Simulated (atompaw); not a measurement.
**Selenium: generating and testing a PAW (atompaw) potential**

Do these settings give a usable potential? It is generated, then checked for scattering, ghosts and hardness.

Method: atompaw 4.2.0.5, PBE, scalar-relativistic.

## Step 1: Starting point

The settings as typed:

```
element                 : selenium (Se, Z = 34)
type                    : PAW
frozen core             : [Ar]
valence charge          : 16
reference configuration : 3d10 4s1 4p5
partial waves           : 4s (bound): rc 1.60 bohr; 4s channel at 2.3 Ry: rc 1.60 bohr; 4p (bound): rc 1.60 bohr; 4p channel at 1.05 Ry: rc 1.60 bohr; 3d (bound): rc 0.95 bohr; 3d channel at -3.05 Ry: rc 0.95 bohr
local potential         : bessel scheme, radius 1.40 bohr
core correction         : smooth core density matched at 1.15 bohr
augmentation charge     : besselshape compensation charge, radius 1.20 bohr; PAW radius 1.60 bohr; waves and projectors: custom polynom2 7 10 vanderbiltortho
```

## Step 2: Generating the potential

Se.input reads:

```
Se 34
GGA-PBE scalarrelativistic loggrid 1500 logderivrange -6 5 276
4 4 3 0 0 0
4 0 1
4 1 5
0 0 0
c
c
c
v
c
c
v
v
2
1.60 1.20 1.40 1.15
y
2.3
n
y
1.05
n
y
-3.05
n
custom polynom2 7 10 vanderbiltortho besselshape
bessel
1.60
1.60
1.60
1.60
0.95
0.95
PWSCFOUT
UPFDX 0.0125d0 UPFXMIN -7.d0 UPFZMESH 34.d0
END
```

Command:

```sh
atompaw < Se.input > Se.log
```

Q: Predict the outcome of this session. Wanted: cutoffs; bound ghosts; largest phase difference near zero energy, channels read; lowest eigenvalue of the overlap; share of valence orbitals outside the PAW sphere; UPF file.

**Answer**, as computed:

```
                                                quantity                     value
                                                 cutoffs            not determined
                                            bound ghosts            not determined
largest phase difference near zero energy, channels read                 0.001 rad
         lowest eigenvalue of the overlap (Bessel basis)                 0.134 (s)
        share of valence orbitals outside the PAW sphere  4s 56 %, 4p 75 %, 3d 1 %
                                                UPF file                   written
```

What this shows: Even at 400 Ry an occupied level stays 2217 mRy from its reference, so no cutoffs are read. Ghosts could not be judged. Near zero energy the phases of the channels with partial waves agree within 0.001 rad.
